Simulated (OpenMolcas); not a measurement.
**W⁵⁺ among point charges: CASSCF and CASPT2 levels and susceptibility**

Aim: the splitting of the states of W⁵⁺ in the field of 6 point charges, its lowest levels with spin-orbit coupling and its magnetic susceptibility.

Program: OpenMolcas 26.06. Level of theory: state-averaged CASSCF and CASPT2, spin-orbit coupling by RASSI with atomic mean-field integrals. These are calculated values, not measurements, unless marked.

### 1 The atom as given

* Species: W⁵⁺ (tungsten, Z = 74, 69 electrons)
* Basis: ANO-RCC-VTZP [8s7p5d3f2g1h], 104 functions
* Scalar Hamiltonian: DKH2, point nucleus
* Inactive shells: 1s 2s 2p 3s 3p 3d 4s 4p 4d 4f 5s 5p
* Active space: 1 electron in 5 orbitals (5d)
* Some configurations of this space: 5d
* Orbitals: optimised for each spin and parity, averaged over all roots

Outer shells as boxes (Hund's rule):

5d
```
5d [↑ ][  ][  ][  ][  ]
```

The ion sits among 6 point charges of -1.5 e arranged as an octahedron (Oh), 2.05 Å from the ion.

Each step is its own input file, run in one work folder so that later steps find the files of earlier ones. Labels, J, g values, rates, χT and fits are worked out afterwards by a script from the matrices that RASSI stores. The input lists half of the charges; inversion (Group=XYZ) makes the rest.

### 2 GATEWAY and SEWARD: basis and integrals

Contents of a.inp:

```
&GATEWAY
Coord
1

W 0.0 0.0 0.0
Basis=ANO-RCC-VTZP
Group=XYZ
NoMove
AngMom=0.0 0.0 0.0
AMFI
XField
3 Angstrom 0
2.050000 0.000000 0.000000 -1.500000
0.000000 2.050000 0.000000 -1.500000
0.000000 0.000000 2.050000 -1.500000
&SEWARD
```

What it wrote:

```text
Basis set label: W.ANO-RCC...8S7P5D3F2G1H.

      Electronic valence basis set:
      ------------------
      Associated Effective Charge  74.000000 au
      Associated Actual Charge     74.000000 au
      Nuclear Model: Point charge

      Shell  nPrim  nBasis  Cartesian Spherical Contaminant
         s      24       8        X
         p      21       7        X
         d      15       5                 X
         f      11       3                 X
         g       4       2                 X
         h       2       1                 X
                  Relativistic Douglas-Kroll-Hess integrals:
                    - DKH order of Hamiltonian: 2
                    - DKH order of Properties : 0
                  Atomic mean-field integrals
```

### 3 CASSCF: doublets of even parity, 5 roots

Contents of a.inp:

```
&RASSCF
FileOrb=start.orb
Symmetry=1
Spin=2
nActEl=1 0 0
Inactive=15 19
Ras2=5 0
CIRoot=5 5 1
SDav=5
CIMx=300
Iter=120 100
PrWF=0.3
OrbListing=Nothing
MaxOrb=0
>>> COPY $Project.JobIph JOB001
```

start.orb holds the contracted functions of the basis, ordered by shell, or the orbitals of the step before.

What it wrote, cut to the lines that bear on the results:

```text
[...]
      Number of active orbitals                  5
[...]
      Spin quantum number                      0.5
[...]
      Active orbitals                            5   0
[...]
      Number of CSFs                             5
      Number of root(s) required                 5
[...]
      Convergence after  8 iterations
[...]
      Natural orbitals and occupation numbers for root  1
      sym 1:   1.000000  -0.000000   0.000000   0.000000   0.000000
      Natural orbitals and occupation numbers for root  2
      sym 1:   0.000000  -0.000000   0.000000   1.000000   0.000000
      Natural orbitals and occupation numbers for root  3
      sym 1:  -0.000000   1.000000  -0.000000  -0.000000  -0.000000
::    RASSCF root number  1 Total energy: -16134.11415995
::    RASSCF root number  2 Total energy: -16134.11415995
::    RASSCF root number  3 Total energy: -16134.11415995
::    RASSCF root number  4 Total energy: -16134.07471702
::    RASSCF root number  5 Total energy: -16134.07471702
```

### 4 State interaction with spin-orbit coupling

Contents of a.inp:

```
&RASSI
NrOfJobIphs=1 5
1 2 3 4 5
IphNames
JOB001
EJob
SpinOrbit
DIPRint=1.0
SOCoupling=1000.0
Subsets=2
Property=9
'ANGMOM' 1 'ANGMOM' 2 'ANGMOM' 3 'MLTPL  1' 1 'MLTPL  1' 2 'MLTPL  1' 3
'AMFI' 1 'AMFI' 2 'AMFI' 3
SOProperty=3
'ANGMOM' 1 'ANGMOM' 2 'ANGMOM' 3
```

What it wrote:

```text
SPIN-FREE ENERGIES:
  (Shifted by EMIN (a.u.) =     -16134.1141599528)

 SF State       Relative EMIN(au)   Rel lowest level(eV)    D:o, cm**(-1)      L_eff

     1             0.0000000000        0.0000000000              0.0000         2.0
     2             0.0000000000        0.0000000000              0.0000         2.0
     3             0.0000000000        0.0000000000              0.0000         2.0
     4             0.0394429288        1.0732967701           8656.7223         2.0
     5             0.0394429288        1.0732967701           8656.7223         2.0
     Dipole printing threshold changed to   1.00000000E+00
Eigenvalues of complex Hamiltonian:
   -----------------------------------
  (Shifted by EMIN (a.u.) =     -16134.1141599528)

 SO State       Relative EMIN(au)   Rel lowest level(eV)    D:o, cm**(-1)     J-value

     1            -0.0151470751        0.0000000000              0.0000         1.3
     2            -0.0151470751        0.0000000001              0.0000         1.2
     3            -0.0151470751        0.0000000001              0.0000         1.2
     4            -0.0151470751        0.0000000000              0.0000         1.3
     5             0.0157631430        0.8411098844           6784.0087         2.0
     6             0.0157631430        0.8411098844           6784.0087         2.0
     7             0.0467084324        1.6831741050          13575.7147         1.9
     8             0.0467084324        1.6831741050          13575.7147         1.9
     9             0.0467084324        1.6831741049          13575.7147         1.9
    10             0.0467084324        1.6831741049          13575.7147         1.8
Weights of the five most important spin-orbit-free states for each spin-orbit state.

 SO State  Total energy (au)           Spin-free states, spin, and weights
 -------------------------------------------------------------------------------------------------------
    1        -0.015147       3 0.5  0.3485    1 0.5  0.3275    2 0.5  0.2066    5 0.5  0.0699    4 0.5  0.0476
    2        -0.015147       2 0.5  0.3907    1 0.5  0.2502    3 0.5  0.2416    4 0.5  0.0700    5 0.5  0.0475
    3        -0.015147       2 0.5  0.3835    1 0.5  0.2605    3 0.5  0.2386    4 0.5  0.0708    5 0.5  0.0466
    4        -0.015147       3 0.5  0.3480    1 0.5  0.3386    2 0.5  0.1959    5 0.5  0.0709    4 0.5  0.0466
    5         0.015763       1 0.5  0.3333    3 0.5  0.3333    2 0.5  0.3333    4 0.5  0.0000    5 0.5  0.0000
    6         0.015763       1 0.5  0.3333    3 0.5  0.3333    2 0.5  0.3333    4 0.5  0.0000    5 0.5  0.0000
    7         0.046708       5 0.5  0.5143    4 0.5  0.3683    3 0.5  0.0457    1 0.5  0.0448    2 0.5  0.0270
    8         0.046708       5 0.5  0.5142    4 0.5  0.3683    3 0.5  0.0457    1 0.5  0.0448    2 0.5  0.0270
    9         0.046708       4 0.5  0.5142    5 0.5  0.3683    2 0.5  0.0514    1 0.5  0.0335    3 0.5  0.0326
   10         0.046708       4 0.5  0.5142    5 0.5  0.3683    2 0.5  0.0513    1 0.5  0.0336    3 0.5  0.0326
 -------------------------------------------------------------------------------------------------------
```

These steps took 3.1 s in all on 1 thread, shared host.

Spin-free states, with their symmetry labels:

| state | degeneracy | E (cm-1) | free-ion L (%) |
| --- | --- | --- | --- |
| 2T2 | 3 | 0 | D (100) |
| 2E | 2 | 8657 | D (100) |

With spin-orbit coupling:

```tsv
E (cm-1)	Degeneracy	Label	2S+1	g
0.0	4	Γ8	2	
6784	2	Γ7	2	2.00 2.00 2.00
13576	4	Γ8	2
```

Principal g values are given for doublets only; a zero marks a field direction without first-order Zeeman splitting.

Powder χT (cm³ K/mol): 0.17 at 2 K, 0.17 at 5 K, 0.17 at 10 K, 0.17 at 20 K, 0.17 at 50 K, 0.17 at 100 K, 0.17 at 150 K, 0.18 at 200 K, 0.18 at 250 K, 0.18 at 300 K.

A ligand-field fit to the states below 45000 cm-1 gives 10Dq = 8657 cm-1, the gap between the two states.

Orbitals of the lowest block (energies include the constant potential of the surroundings):

| shell | space | energy (hartree) | mean occupation | ⟨r²⟩ (bohr²) |
| --- | --- | --- | --- | --- |
| 1s | inactive | -2563.4994 | 2.000 | 0.000431 |
| 2s | inactive | -447.8470 | 2.000 | 0.00704 |
| 2p | inactive | -393.1866 | 6.000 | 0.00582 |
| 3s | inactive | -105.3378 | 2.000 | 0.0460 |
| 3p | inactive | -88.7489 | 6.000 | 0.0466 |
| 3d | inactive | -68.8755 | 10.000 | 0.0390 |
| 4s | inactive | -22.8163 | 2.000 | 0.229 |
| 4p | inactive | -17.2452 | 6.000 | 0.259 |
| 4d | inactive | -9.8923 | 10.000 | 0.304 |
| 4f | inactive | -1.7104 | 14.000 | 0.520 |
| 5s | inactive | -3.2616 | 2.000 | 1.28 |
| 5p | inactive | -1.7064 | 6.000 | 1.46 |
| 5d | RAS2 |  | 1.000 | 3.02 |

### 5 CASPT2: IPEA 0.25, imaginary shift 0.1 (closed shells correlated: 5s 5p)

Contents of a.inp:

```
>>> COPY JOB001 $Project.JobIph
&CASPT2
Multistate=5 1 2 3 4 5
NoMult
Frozen=14 16
IPEA=0.25
Imaginary=0.1
MaxIter=60
WThr=0.0 0.3 0.05
PrWF=0.5
NoMix
```

What it wrote:

```text
Orbital specifications:
      -----------------------

      Symmetry species                           1   2
                                                ag  au
      Frozen orbitals                           14  16
      Inactive orbitals                          1   3
      Active orbitals                            5   0
      Secondary orbitals                        31  34
      Deleted orbitals                           0   0
      Number of basis functions                 51  53
Type of calculation                        SS-CASPT2
      Fock operator                              state-specific
      IPEA shift                                 0.25
      Real shift                                 0.00
      Imaginary shift                            0.10
      The input orbitals will be transformed to quasi-canonical
Reference energy:      -16134.1141599528
      E2 (Non-variational):      -0.1690860030
      Shift correction:          -0.0000451720
      E2 (Variational):          -0.1691311751
      Total energy:          -16134.2832911279
      Residual norm:              0.0000000729
      Reference weight:           0.97587
      Contributions to the CASPT2 correlation energy
      Active & Virtual Only:          0.0000000000
      One Inactive Excited:          -0.0353478860
      Two Inactive Excited:          -0.1337381171
Reference energy:      -16134.1141599528
      E2 (Non-variational):      -0.1689499225
      Shift correction:          -0.0000449453
      E2 (Variational):          -0.1689948677
      Total energy:          -16134.2831548205
      Residual norm:              0.0000000726
      Reference weight:           0.97593
      Contributions to the CASPT2 correlation energy
      Active & Virtual Only:          0.0000000000
      One Inactive Excited:          -0.0352118686
      Two Inactive Excited:          -0.1337380538
::    CASPT2 Root  1     Total energy: -16134.28329113
::    CASPT2 Root  2     Total energy: -16134.28315482
::    CASPT2 Root  3     Total energy: -16134.28315554
::    CASPT2 Root  4     Total energy: -16134.24033986
::    CASPT2 Root  5     Total energy: -16134.24030994
```

This run: 1.9 s of run time, 1 thread, shared host.

SS-CASPT2: lowest energy less the reference's lowest, -0.1690 hartree; reference weights 0.976 to 0.977.

States without spin-orbit coupling:

| state | degeneracy | E (cm-1) | free-ion L (%) |
| --- | --- | --- | --- |
| 2T2 | 3 | 0 | D (100) |
| 2E | 2 | 9410 | D (100) |

With spin-orbit coupling:

| E (cm-1) | Degeneracy | Label | 2S+1 | g |
| --- | --- | --- | --- | --- |
| 0 | 4 | Γ8 | 2 |  |
| 6700 | 2 | Γ7 | 2 | 2.00 2.00 2.00 |
| 14160 | 4 | Γ8 | 2 |  |

Powder χT (cm³ K/mol): 0.15 at 2 K, 0.15 at 5 K, 0.15 at 10 K, 0.16 at 20 K, 0.16 at 50 K, 0.16 at 100 K, 0.16 at 150 K, 0.16 at 200 K, 0.17 at 250 K, 0.17 at 300 K.

A ligand-field fit to the states below 45000 cm-1 gives 10Dq = 9410 cm-1, the gap between the two states.

### 6 The methods side by side

A. CASSCF
B. SS-CASPT2, IPEA 0.25, imaginary shift 0.1 (closed shells correlated: 5s 5p)

| method | ground state | first state of that spin (cm-1) | first gap with spin-orbit (cm-1) | χT at 300 K |
| --- | --- | --- | --- | --- |
| A | 2T2 | 2E 8657 | 6784.0 | 0.18 |
| B | 2T2 | 2E 9410 | 6699.7 | 0.17 |

### 7 What came out

| quantity | value |
| --- | --- |
| method | SS-CASPT2, IPEA 0.25, imaginary shift 0.1 (closed shells correlated: 5s 5p) |
| spin-free ground state | 2T2, 3-fold in its orbital part |
| first state of the same spin within the active space | 2E at 9410 cm⁻¹ |
| lowest level | 4-fold Γ8 |
| next level | 6699.7 cm⁻¹ |
| χT at 300 K | 0.17 cm³ K/mol |
| effective moment at 300 K | 1.17 μB |

Cost by method:

| method | time of its own steps | time with the reference |
| --- | --- | --- |
| A. CASSCF | 3.1 s | 3.1 s |
| B. SS-CASPT2, IPEA 0.25, imaginary shift 0.1, +5s 5p | 1.9 s | 5 s |

Times are of one thread on a shared host.

The spin-free ground state (2T2) comes to 100 % from free-ion D terms and keeps the highest spin of the shell. χT at 300 K is 0.17, against 0.38 cm³ K/mol for the spin alone, so orbital moment lowers it. A ligand-field fit to the states below 45000 cm-1 gives 10Dq = 9410 cm-1, the gap between the two states. CASPT2 does not keep the components of a term degenerate, and the means are used. The field of point charges can differ much from that of real complexes. Point charges carry no covalency, so the field is a model and not that of real ligands.
